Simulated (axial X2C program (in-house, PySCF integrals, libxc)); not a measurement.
# SeH: properties at the nuclei

Wanted for SeH: properties at the nuclei, at the two-component level.

Program: an in-house X2C program for linear molecules on PySCF integrals. Level of theory: two-component X2C with atomic mean-field terms, Se dyall-acv3z, H dyall-av3z. These are calculated values, not measurements.

### 1 The job

Contents of task.json:

```json
{"zs": [34, 1], "q": 0, "bas": ["dyall-acv3z", "dyall-av3z"], "r0": 1.48, "levels": ["PBE0", "HF", "B3LYP"], "nst": 1, "ff": 1, "thr": -3.5, "nmax": 130, "opt": {"ecut": 60}}
```

Keys: zs atomic numbers; q charge; bas basis sets; r0 starting distance in Å; levels methods (HF also brings MP2); nst determinants followed; ff finite-field run; thr threshold in hartree for freezing inner shells (an s shell follows its p shell); nmax most natural virtual spinors; ecut virtual cutoff in hartree.

Launch:

```sh
$ python soeom.py task.json out
```

Nuclei are Gaussian, cores are contracted, and the Gaunt term is on.

### 2 Expectation values, lowest determinant

R = 1.470 Å. State: Ω = 3/2 (excess of +ω over −ω: ω = 3/2).

Output of the PBE0 run:

```text
two-component X2C + atomic mean field  PBE0
basis functions 144  fitting functions 780  grid points 5074
iter        total energy     max residual
   1      -2429.049508737     1.32e+00
   2      -2429.417116348     6.97e-03
   3      -2429.417283578     7.09e-03
   4      -2429.417676189     4.39e-04
   5      -2429.417678907     2.04e-04
   6      -2429.417679860     1.11e-05
   7      -2429.417679861     3.10e-06
converged
one-electron -3402.67006374  Coulomb 1050.57068741  exact exchange -21.78474703  xc functional -66.87769796  nuclear repulsion 12.23947291  atomic mean-field constant -0.89533145
```

The highest occupied spinor is 83% Se p, 10% H p, 7% H d.

```tsv
level	Eeff magnitude (GV/cm)	Ws magnitude Se (kHz)	A∥/gI Se (MHz)	qzz Se (a.u.)	A∥/gI H (MHz)	qzz H (a.u.)	μ (D)
PBE0	0.306	0.0832	469	2.07	1.14	0.18	0.47
HF	0.612	0.171	479	2.20	-0.0892	0.18	0.54
B3LYP	0.253	0.068	486	2.19	1.38	0.18	0.42
```

Eeff is the effective electric field on the electron dipole moment in this Ω state and Ws the scalar–pseudoscalar constant (defined with the proton number Z and per Ω); A∥ is the parallel hyperfine constant, which follows by multiplying with the nuclear g factor gI = μI/(I μN); qzz is the electric field gradient, eQq0 = 234.96 MHz × Q/barn × qzz; μ is positive if H is the positive end. The operators were transformed with the bare-nucleus X2C matrices.

### 3 Finite-field coupled cluster

Output:

```text
two-component X2C + atomic mean field  HF
basis functions 144  fitting functions 780  grid points 5074
iter        total energy     max residual
   1      -2427.894222977     1.74e-01
   2      -2427.908803372     6.03e-03
   3      -2427.909168521     2.98e-03
   4      -2427.909222031     9.45e-04
   5      -2427.909236009     2.69e-04
   6      -2427.909239099     6.92e-05
   7      -2427.909239408     3.21e-05
   8      -2427.909239451     1.83e-05
   9      -2427.909239467     1.10e-05
  10      -2427.909239474     3.81e-06
  11      -2427.909239475     8.06e-07
converged
one-electron -3402.63564914  Coulomb 1050.58747989  exact exchange -87.20521168  xc functional 0.00000000  nuclear repulsion 12.23947291  atomic mean-field constant -0.89533145
correlated 17  virtual 229  natural virtual 130  E(MP2) -0.633427222  MP2 remainder -0.023750736
iter   CCSD correlation   residual
   1     -0.582408565   9.35e-02
   2     -0.593790881   2.90e-02
   3     -0.593601473   9.86e-03
   4     -0.593587392   2.48e-03
   5     -0.593622810   6.74e-04
   6     -0.593620824   2.52e-04
   7     -0.593619317   7.37e-05
   8     -0.593620382   2.25e-05
   9     -0.593619803   6.66e-06
  10     -0.593619919   2.12e-06
  11     -0.593619899   6.35e-07
  12     -0.593619919   2.37e-07
  13     -0.593619917   8.65e-08
(T) -0.012248509  T1 0.0115  D1 0.0266  max T2 0.087
```

T1 in the output is the amplitude norm over the root of the electron number; divide by √2 for the Lee–Taylor value.

17 electrons correlated in 130 natural virtual spinors, MP2 remainder added; T1 = 0.008.

```tsv
level	Eeff magnitude (GV/cm)	Ws magnitude Se (kHz)	A∥/gI Se (MHz)	qzz Se (a.u.)	A∥/gI H (MHz)	μ (D)
HF	0.612	0.171	479	2.20	-0.0884	0.54
MP2	0.275	0.0745	484	2.02	-0.672	0.47
CCSD	0.327	0.0891	489	2.10	0.569	0.46
CCSD(T)	0.3	0.0815	491	2.05	0.577	0.45
```

### 4 What came out

```
                       quantity                                    value
             lowest determinant  Ω = 3/2 (excess of +ω over −ω: ω = 3/2)
   Eeff magnitude (GV/cm), PBE0                                    0.306
    Ws magnitude Se (kHz), PBE0                                   0.0832
           A∥/gI Se (MHz), PBE0                                      469
            qzz Se (a.u.), PBE0                                     2.07
Eeff magnitude (GV/cm), CCSD(T)                                      0.3
 Ws magnitude Se (kHz), CCSD(T)                                   0.0815
        A∥/gI Se (MHz), CCSD(T)                                      491
         qzz Se (a.u.), CCSD(T)                                     2.05
```

In words: In the first state, the effective field runs from 0.253 to 0.612 GV/cm over the mean-field levels, so the levels don't agree on it. The expectation values come from single determinants, which for open shells can mix terms of unlike spin or miss the lowest Ω, so a determinant need not be a state. Eeff is the effective electric field on the electron dipole moment in this Ω state and Ws the scalar–pseudoscalar constant (defined with the proton number Z and per Ω); A∥ is the parallel hyperfine constant, which follows by multiplying with the nuclear g factor gI = μI/(I μN); qzz is the electric field gradient, eQq0 = 234.96 MHz × Q/barn × qzz; μ is positive if H is the positive end. The operators were transformed with the bare-nucleus X2C matrices. Correlation of the inner shells is missing, which matters for properties at the nucleus.
